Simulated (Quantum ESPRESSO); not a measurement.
# MgB: phonons with PBE

MgB:

```xyz
2
Lattice="2.8952 0.0000 0.0000 0.0000 2.8952 0.0000 0.0000 0.0000 2.8952" Properties=species:S:1:pos:R:3 pbc="T T T"
Mg    0.0000    0.0000    0.0000
B     1.4476    1.4476    1.4476
```

The cell was built by a generator and needn't be a form met in nature.

```json
{"Program": "Quantum ESPRESSO 7.5", "Task": "phonons", "Functional": "PBE", "Potentials or basis": "PseudoDojo 0.4.1 SR PBE standard", "Cutoff": "1143 eV", "Density cutoff": "4572 eV", "k mesh": "9 × 9 × 9", "Occupations": "cold, width 0.2 eV", "Spin": "no spin polarisation", "Mixing beta": "0.5", "Most SCF iterations": "120", "SCF threshold": "4e-10 Ry"}
```

```
Relaxed volume                              : 12.17 Å³/atom
Relaxed cell                                : a = 2.898 Å, b = 2.898 Å, c = 2.898 Å, α = 90.00°, β = 90.00°, γ = 90.00°
Space group after relaxing (to 0.05 Å)      : Pm-3m (No. 221)
Pressure after relaxing                     : 0.0 GPa
Band gap on the k mesh                      : none (metal or under the smearing width)
Highest phonon frequency at the q point run : 340 cm⁻¹
```

Final structure:
```cif
data_structure
_symmetry_space_group_name_H-M 'P 1'
_symmetry_Int_Tables_number 1
_cell_length_a 2.8984
_cell_length_b 2.8984
_cell_length_c 2.8984
_cell_angle_alpha 90.000
_cell_angle_beta 90.000
_cell_angle_gamma 90.000
_cell_volume 24.35
loop_
_atom_site_label
_atom_site_type_symbol
_atom_site_fract_x
_atom_site_fract_y
_atom_site_fract_z
_atom_site_occupancy
Mg1 Mg 0.00000 0.00000 0.00000 1
B1 B 0.50000 0.50000 0.50000 1
```

Levels at points of the mesh, in eV from the Fermi level:
| k point | band 3 | band 4 | band 5 | band 6 | band 7 | band 8 | band 9 | band 10 |
| --- | --- | --- | --- | --- | --- | --- | --- | --- |
| (0.00, 0.00, 0.00) | -42.16 | -42.16 | -10.88 | 2.35 | 2.35 | 2.35 | 6.95 | 6.95 |

Phonon frequencies in cm⁻¹ (negative: imaginary):
```
              q point              frequencies
(0.500, 0.500, 0.500)  216 216 216 340 340 340
```

Phonon modes at q = (0.500, 0.500, 0.500) in reciprocal lattice units:
```
mode  symmetry  cm⁻¹
   1      T_2g   216
   2      T_2g   216
   3      T_2g   216
   4      T_1u   340
   5      T_1u   340
   6      T_1u   340
```

It took 5.2 min on 1 thread of Intel(R) Xeon(R) Processor @ 2.50GHz (Skylake/Cascade Lake) (shared host), peak memory 0.08 GiB.

Caveat: the mesh is thin for the phonons of a metal; the q point doesn't lie on the k mesh, which can shift a metal's frequencies strongly unless the mesh is converged.
